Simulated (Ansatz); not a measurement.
# CH₆Cl₂O₂Si₂: up Jacob's ladder to CCSD(T)

One table from this session's results is given with a row withheld; the runs are named, their logs left out.

Computed with Ansatz 0.2.0, Gaussian basis. Level: functionals in def2-TZVPP, the program's frozen cores in correlated methods.

Plan: PBE-D4, r2SCAN-D4, PBE0-D4, B3LYP-D4, ωB97X-V, ωB97M-V, B2PLYP; CCSD(T)/def2-TZVPP; MP2/def2-QZVPP; extrapolation to the limit.

## The relaxed structure

An earlier PBE0-D4 in a triple-zeta def2 set relaxation fixed the geometry.

13 atoms, charge 0, spin multiplicity 1.

Atoms are counted from 1 here; the program's logs count them from 0.

Bond lengths: C1–O2 1.415 Å, C1–H8 1.095 Å, C1–H9 1.094 Å, C1–H10 1.090 Å, O2–Si3 1.638 Å, Si3–Cl4 2.065 Å, Si3–Si5 2.341 Å, Si3–H11 1.485 Å, Si5–O6 1.636 Å, Si5–Cl7 2.064 Å, Si5–H12 1.477 Å, O6–H13 0.961 Å. Angles: O2–C1–H8 111.2°, O2–C1–H9 110.7°, O2–C1–H10 108.1°, H8–C1–H9 109.0°, H8–C1–H10 108.8°, H9–C1–H10 109.0°, C1–O2–Si3 124.6°, O2–Si3–Cl4 110.5°, O2–Si3–Si5 101.4°, O2–Si3–H11 110.7°, Cl4–Si3–Si5 111.1°, Cl4–Si3–H11 105.5°, Si5–Si3–H11 117.5°, Si3–Si5–O6 107.8°, Si3–Si5–Cl7 106.2°, Si3–Si5–H12 116.9°, O6–Si5–Cl7 111.8°, O6–Si5–H12 107.1° and more.

Set-up of the first run:

Contents of in.yaml:

```yaml
crystal:
  periodic: [false, false, false]
  atoms:
    - {symbol: C, position_ang: [-0.434257, 2.120599, 0.852242]}
    - {symbol: O, position_ang: [-0.182552, 0.941315, 0.111113]}
    - {symbol: Si, position_ang: [0.044607, -0.540920, 0.769309]}
    - {symbol: Cl, position_ang: [1.765411, -0.571071, 1.910040]}
    - {symbol: Si, position_ang: [0.277678, -1.866339, -1.146128]}
    - {symbol: O, position_ang: [0.933112, -0.936077, -2.322017]}
    - {symbol: Cl, position_ang: [-1.623183, -2.499229, -1.641604]}
    - {symbol: H, position_ang: [-1.259786, 1.976009, 1.556835]}
    - {symbol: H, position_ang: [0.457416, 2.426435, 1.406528]}
    - {symbol: H, position_ang: [-0.704883, 2.910545, 0.151036]}
    - {symbol: H, position_ang: [-1.059058, -0.875522, 1.705068]}
    - {symbol: H, position_ang: [1.122164, -3.071955, -1.025819]}
    - {symbol: H, position_ang: [0.663311, -0.013801, -2.326593]}
basis:
  gaussian: {orbitals: def2-TZVPP}
hamiltonian: {xc: pbe, dispersion: d4}
output: {forces: true, orbitals: {seedname: orbitals}}
```

The run is started by

```sh
$ ansatz run in.yaml --threads 2 --pin off --events-out ev --progress --plain --max-ram 32768MiB --backend cuda --devices 0, --max-vram 18GiB
```

Steps of the session up to this table: PBE-D4 (GGA); r2SCAN-D4 (meta-GGA); PBE0-D4 (hybrid); B3LYP-D4 (hybrid); ωB97X-V (range-separated); ωB97M-V (range-separated); B2PLYP (double hybrid); CCSD(T) in def2-TZVPP; MP2 in def2-QZVPP.

One of the session's tables, all rows but one given; the rest of the session is left out.

It belongs to the step «Atomisation energies». 

```
            method  atomisation energy (kJ/mol)
            PBE-D4                       4777.7
         r2SCAN-D4                       4739.6
           PBE0-D4                       4699.3
          B3LYP-D4                       4692.1
           ωB97X-V                       4747.3
           ωB97M-V                       4739.4
            B2PLYP                       4647.6
     HF/def2-TZVPP                       3438.0
    MP2/def2-TZVPP                       4699.4
   CCSD/def2-TZVPP                            ?
CCSD(T)/def2-TZVPP                       4588.4
           MP2/CBS                       4849.2
       CCSD(T)/CBS                       4738.2
```

**Question.** Estimate the row for CCSD/def2-TZVPP.

The run gave: atomisation energy (kJ/mol): 4514.2. In the column «atomisation energy (kJ/mol)» it lies between HF/def2-TZVPP (3438.0) and CCSD(T)/def2-TZVPP (4588.4).
